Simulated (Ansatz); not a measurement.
# SnGeO2: the cost of one run

Program: Ansatz 0.2.0. Level of theory: DFT PBE, scalar-relativistic, plane waves, PAW. These are calculated values, not measurements.

1 further run of the same task is left out (it didn't finish).

## Step 1: The structure to begin with

It takes space group P6/mmm (No. 191, hexagonal). Conventional cell: a = 4.323 Å, b = 4.323 Å, c = 4.760 Å, α = 90.00°, β = 90.00°, γ = 120.00°. Sn (site symmetry 6/mmm) has 2 Ge at 2.38 Å and 6 O at 2.50 Å as nearest neighbours. Ge (site symmetry 6/mmm) has 2 Sn at 2.38 Å as nearest neighbours. O (site symmetry -6m2) is surrounded by 3 Sn at 2.50 Å and 3 O at 2.50 Å.

As a file:

```cif
data_structure
_symmetry_space_group_name_H-M 'P6/mmm'
_symmetry_Int_Tables_number 191
_cell_length_a 4.3232
_cell_length_b 4.3232
_cell_length_c 4.7602
_cell_angle_alpha 90.000
_cell_angle_beta 90.000
_cell_angle_gamma 120.000
_cell_volume 77.05
loop_
_atom_site_label
_atom_site_type_symbol
_atom_site_symmetry_multiplicity
_atom_site_Wyckoff_symbol
_atom_site_fract_x
_atom_site_fract_y
_atom_site_fract_z
_atom_site_occupancy
Sn1 Sn 1 a 0.00000 0.00000 0.00000 1
Ge1 Ge 1 b 0.00000 0.00000 0.50000 1
O1 O 2 c 0.33333 0.66667 0.00000 1
```

The cell is invented: random cell by space group and Wyckoff sites (P6/mmm, No. 191). Its size is a rough estimate.

## Step 2: Probe: one point on a coarse mesh

Input file input.yaml:

```yaml
crystal:
  lattice:
    - [4.32315143, 0.0, 0.0]
    - [-2.16157571, 3.74395896, 0.0]
    - [0.0, 0.0, 4.76015593]
  atoms:
    - { symbol: Sn, position: [0.0, 0.0, 0.0] }
    - { symbol: Ge, position: [0.0, 0.0, 0.5] }
    - { symbol: O, position: [0.33333333, 0.66666667, 0.0] }
    - { symbol: O, position: [0.66666667, 0.33333333, 0.0] }
basis:
  ecutwfc: 420
kpoints:
  mp_grid: { grid: [6, 6, 4] }
hamiltonian:
  xc: pbe
scf:
  occupations: { method: gaussian, width: 0.1 }
  lower_state_search: "off"
output:
  forces: true
  stress: true
  eigenvalues: true
```

Started as:

```bash
$ ansatz run input.yaml --threads 1 --pin off --max-ram 2560MiB --backend cpu --events-out ev --progress --plain --runs-dir out
```

**Question.** How long does this run take on 1 thread of Intel Xeon at 2.70GHz, shared host, and how much memory does it need?

About 2.4 s, with a peak of 0.38 GiB.
